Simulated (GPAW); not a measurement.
The system is HfB.

```xyz
2
Lattice="0.0000 2.3100 2.3100 2.3100 0.0000 2.3100 2.3100 2.3100 0.0000" Properties=species:S:1:pos:R:3 pbc="T T T"
Hf    2.3100    2.3100    2.3100
B     0.0000    0.0000    0.0000
```

| Item | Value |
| --- | --- |
| Program | GPAW 26.7.0 |
| Task | relaxation of cell and atoms |
| Functional | BLYP |
| Potentials or basis | PAW data sets generated in the run's folder for this functional |
| Cutoff | 800 eV |
| Basis | pw |
| k mesh | 10 × 10 × 10 |
| Occupations | fermi-dirac, width 0.05 eV |
| Spin | no spin polarisation |

At the start: pressure 37.8 GPa; volume 12.33 Å³/atom.

Problem. How do energy, volume and symmetry change on relaxing?

Solution. Over 5 steps the energy falls by 237.5 meV/atom and the volume is 14.62 Å³/atom (+18.6 %); space group Fm-3m (No. 225, to 0.05 Å).

Step by step:
```
step  energy change (eV)  largest force (eV/Å)  pressure (GPa)  volume (Å³)
   1              0.0000                0.0000           37.83        24.65
   2             -0.2896                0.0000           21.29        26.24
   3             -0.4711                0.0000            2.49        28.80
   4             -0.4748                0.0000            0.23        29.20
   5             -0.4749                0.0000            0.00        29.24
```

Final structure:
```xyz
2
Lattice="0.0000 2.4452 2.4452 2.4452 0.0000 2.4452 2.4452 2.4452 0.0000" Properties=species:S:1:pos:R:3 pbc="T T T"
Hf    2.4452    2.4452    2.4452
B     0.0000    0.0000    0.0000
```

Caveat: later steps reuse the first step's grids; the volume moved by over 15 % at a fixed basis, so the end points are rough.
